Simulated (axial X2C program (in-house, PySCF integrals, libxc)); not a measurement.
# HoF⁻: Ω levels from open-shell CI on f11 s2

Aim: the spin–orbit levels of HoF⁻ that arise from the configuration f11 s2 of Ho, and how they move with the bond.

The runs use an in-house X2C program for linear molecules on PySCF integrals; two-component X2C, average-of-configuration Hartree–Fock and CI in the open shells.

All values are calculated.

**1. Set-up**

The input, task.json:

```json
{"zs": [67, 9], "q": -1, "bas": ["dyall-v3z", "dyall-av3z"], "r0": 2.15, "metal": 0, "shells": [[3, [0, 1, 2, 3], 11], [0, [0], 2]], "fix": 0, "emax": 2.2, "nroots": 4}
```

Keys: zs atomic numbers; q charge; bas basis sets; r0 starting distance in Å; metal index of the metal atom; shells open shells as [l, |m| values, electrons]; fix electron count of the first shell held; emax energy window in eV; nroots roots for each Ω.

Started as:

```sh
$ python soci.py task.json out
```

Two-component X2C with atomic mean-field Coulomb and Gaunt terms, basis Ho dyall-v3z, F dyall-av3z (cores contracted in-house). Orbitals come from Hartree–Fock averaged over the configuration Ho f11 s2; CI then distributes these electrons over the f, s shells of Ho.

**2. CI at R = 2.146 Å**

Before running it: what results should come out? Wanted: lowest level of the model; next level; lowest curve, Re and ωe.

As calculated:

| quantity | value |
| --- | --- |
| lowest level of the model | Ω = 1/2, g∥ = 1.20, 100% f11 s2 |
| next level | Ω = 3/2, 21 cm⁻¹ higher |
| lowest curve, Re and ωe | 2.143 Å, 424.3 cm⁻¹ |

In the lowest level ⟨Sz⟩ = 0.10 and ⟨Lz⟩ = 0.40; its leading determinant has weight 0.29 among 67. The 8 lowest levels are the Ω components of the Hund's-rule level 4I15/2 of f11 (gJ = 1.200, so g∥ near 2gJΩ), split by the axial field over 603 cm⁻¹. From 2.146 to 2.232 Å the gap from the lowest to the fifth level goes from 171 to 168 cm⁻¹. Without dynamic correlation distances can be off by several hundredths of an Å, and the wavenumbers are rough. There is no dynamic correlation: spin–orbit spacings and, for f shells, spacings inside one term are the most reliable numbers, splittings between terms come out too wide, and energies between configurations are not reliable, so the lowest level need not be the ground state of the molecule. At most 4 roots were kept for each Ω > 0 (twice that for Ω = 0) within 2.2 eV of the lowest, so higher up levels can be missing between those listed; levels with Ω > 0 are doubly degenerate and listed once, Ω = 0 levels singly. For an anion, levels above electron detachment are held by the basis set.
